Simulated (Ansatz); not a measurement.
# CO2 (CO2-III): the cost of one run

Method: DFT r2SCAN, scalar-relativistic, plane waves, PAW, in Ansatz 0.2.0.

## Step 1: The starting structure

Symmetry: Cmce, No. 64, orthorhombic system. Conventional cell: a = 4.330 Å, b = 4.660 Å, c = 5.960 Å, α = 90.00°, β = 90.00°, γ = 90.00°. C (site symmetry 2/m) has 2 O at 1.21 Å as nearest neighbours. O (site symmetry m) has 1 C at 1.21 Å as nearest neighbours.

Structure file:

```cif
data_structure
_symmetry_space_group_name_H-M 'Cmce'
_symmetry_Int_Tables_number 64
_cell_length_a 4.3300
_cell_length_b 4.6600
_cell_length_c 5.9600
_cell_angle_alpha 90.000
_cell_angle_beta 90.000
_cell_angle_gamma 90.000
_cell_volume 120.26
loop_
_atom_site_label
_atom_site_type_symbol
_atom_site_symmetry_multiplicity
_atom_site_Wyckoff_symbol
_atom_site_fract_x
_atom_site_fract_y
_atom_site_fract_z
_atom_site_occupancy
C1 C 4 a 0.00000 0.00000 0.00000 1
O1 O 8 f 0.50000 0.71500 0.11500 1
```

## Step 2: Cell and atoms relaxed at 10 GPa

input.yaml

```yaml
crystal:
  lattice:
    - [2.165, -2.33, 0.0]
    - [2.165, 2.33, 0.0]
    - [0.0, 0.0, 5.96]
  atoms:
    - { symbol: C, position: [0.0, 0.0, 0.0] }
    - { symbol: C, position: [0.5, 0.5, 0.5] }
    - { symbol: O, position: [0.785, 0.215, 0.115] }
    - { symbol: O, position: [0.215, 0.785, 0.885] }
    - { symbol: O, position: [0.715, 0.285, 0.615] }
    - { symbol: O, position: [0.285, 0.715, 0.385] }
scf:
  occupations: { method: fixed }
output:
  forces: true
  stress: true
  eigenvalues: true
  write_density: true
  write_potential: true
  elf: true
  volumetric_format: npy
hamiltonian:
  xc: r2scan
basis:
  ecutwfc: 600
kpoints:
  mp_grid: { grid: [6, 6, 5] }
relax:
  f_tol: 0.003
  max_steps: 60
  cell: { stress_tol: 0.03, p_target: 10 }
```

On the command line:

```bash
ansatz run input.yaml --threads 4 --pin off --max-ram 10240MiB --backend cpu --events-out ev --progress --plain --runs-dir out
```

Q: Estimate wall time and peak memory on 4 threads of Intel Xeon at 2.70GHz, shared host.

About 29 s, with a peak of 0.6 GiB.
